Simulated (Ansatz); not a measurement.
**Zn7CdO8: gaps at several levels of theory**

One table from this session's results is given with a row withheld; the runs are named, their logs left out.

Computed with Ansatz 0.2.0 (DFT PBEsol, scalar-relativistic, plane waves, PAW, unless a step's input says otherwise).

That is the level of the relaxation; later steps name their own.

## The starting structure

Symmetry: P3m1, No. 156, trigonal system. The conventional cell has a = 6.592 Å, b = 6.592 Å, c = 5.280 Å, α = 90.00°, β = 90.00°, γ = 120.00°. Cd (site symmetry 3m) has 4 O at 2.00 to 2.01 Å as nearest neighbours. Zn (site symmetry m) is surrounded by 4 O at 2.00 to 2.01 Å. Zn (site symmetry 3m) has 4 O at 2.00 to 2.01 Å as nearest neighbours. Around O (site symmetry m) lie 3 Zn at 2.00 to 2.01 Å and 1 Cd at 2.01 Å. O (site symmetry 3m) is surrounded by 4 Zn at 2.00 to 2.01 Å. O (site symmetry 3m) is surrounded by 1 Cd at 2.00 Å and 3 Zn at 2.01 Å. O (site symmetry m) has 4 Zn at 2.00 to 2.01 Å as nearest neighbours.

As a file:

```cif
data_structure
_symmetry_space_group_name_H-M 'P 1'
_symmetry_Int_Tables_number 1
_cell_length_a 5.2801
_cell_length_b 6.5915
_cell_length_c 6.5915
_cell_angle_alpha 120.000
_cell_angle_beta 90.000
_cell_angle_gamma 90.000
_cell_volume 198.68
loop_
_atom_site_label
_atom_site_type_symbol
_atom_site_fract_x
_atom_site_fract_y
_atom_site_fract_z
_atom_site_occupancy
Cd1 Cd 0.50000 0.16667 0.33333 1
Zn1 Zn 0.50000 0.16667 0.83333 1
Zn2 Zn 0.50000 0.66667 0.33333 1
Zn3 Zn 0.50000 0.66667 0.83333 1
Zn4 Zn 0.00000 0.33333 0.66667 1
Zn5 Zn 0.00000 0.33333 0.16667 1
Zn6 Zn 0.00000 0.83333 0.66667 1
Zn7 Zn 0.00000 0.83333 0.16667 1
O1 O 0.62099 0.33333 0.66667 1
O2 O 0.62099 0.33333 0.16667 1
O3 O 0.62099 0.83333 0.66667 1
O4 O 0.62099 0.83333 0.16667 1
O5 O 0.12099 0.16667 0.33333 1
O6 O 0.12099 0.16667 0.83333 1
O7 O 0.12099 0.66667 0.33333 1
O8 O 0.12099 0.66667 0.83333 1
```

Set-up of the first run:

(A quick probe on a coarse mesh, which set the mesh and smearing, is not shown.)

Input file input.yaml:

```yaml
crystal:
  lattice:
    - [0.0, 0.0, -5.28014348]
    - [3.29576863, 5.70843872, 0.0]
    - [3.29576863, -5.70843872, 0.0]
  atoms:
    - { symbol: Cd, position: [0.5, 0.16666667, 0.33333333] }
    - { symbol: Zn, position: [0.5, 0.16666667, 0.83333333] }
    - { symbol: Zn, position: [0.5, 0.66666667, 0.33333333] }
    - { symbol: Zn, position: [0.5, 0.66666667, 0.83333333] }
    - { symbol: Zn, position: [0.0, 0.33333333, 0.66666667] }
    - { symbol: Zn, position: [0.0, 0.33333333, 0.16666667] }
    - { symbol: Zn, position: [0.0, 0.83333333, 0.66666667] }
    - { symbol: Zn, position: [0.0, 0.83333333, 0.16666667] }
    - { symbol: O, position: [0.62099, 0.33333333, 0.66666667] }
    - { symbol: O, position: [0.62099, 0.33333333, 0.16666667] }
    - { symbol: O, position: [0.62099, 0.83333333, 0.66666667] }
    - { symbol: O, position: [0.62099, 0.83333333, 0.16666667] }
    - { symbol: O, position: [0.12099, 0.16666667, 0.33333333] }
    - { symbol: O, position: [0.12099, 0.16666667, 0.83333333] }
    - { symbol: O, position: [0.12099, 0.66666667, 0.33333333] }
    - { symbol: O, position: [0.12099, 0.66666667, 0.83333333] }
basis:
  ecutwfc: 420
kpoints:
  mp_grid: { grid: [4, 6, 6] }
hamiltonian:
  xc: pbesol
scf:
  occupations: { method: gaussian, width: 0.1 }
output:
  forces: true
  stress: true
  eigenvalues: true
relax:
  adjacent_minimum: "off"
  f_tol: 0.05
  max_steps: 80
  cell: { stress_tol: 0.5 }
```

Run with:

```sh
ansatz run input.yaml --threads 4 --pin off --max-ram 10240MiB --backend cpu --events-out ev --progress --plain --runs-dir out
```

Among the steps run: Coarse relaxation; Full relaxation; Band edges over the whole zone; Levels with PBEsol; Levels with PBEsol on the hybrid's mesh; The run at HSE06; The run at PBEsol, spin-orbit coupling; Levels with r2SCAN.

One table of the session follows, with a row left open; its other results are not shown here.

```
                      level  gap (eV)  least direct gap (eV)
                     PBEsol      0.48                   0.48
PBEsol on the hybrid's mesh      0.48                   0.48
                      HSE06         ?                      ?
PBEsol, spin-orbit coupling      0.46                   0.46
                     r2SCAN      0.99                   0.99
```

**Question.** Estimate the row for HSE06.

The run gave: gap (eV): 2.23; least direct gap (eV): 2.23. In the column «gap (eV)» it is the highest.

Gaps are by band count over the mesh and the named points; a gap of 0 means that the bands overlap or touch.
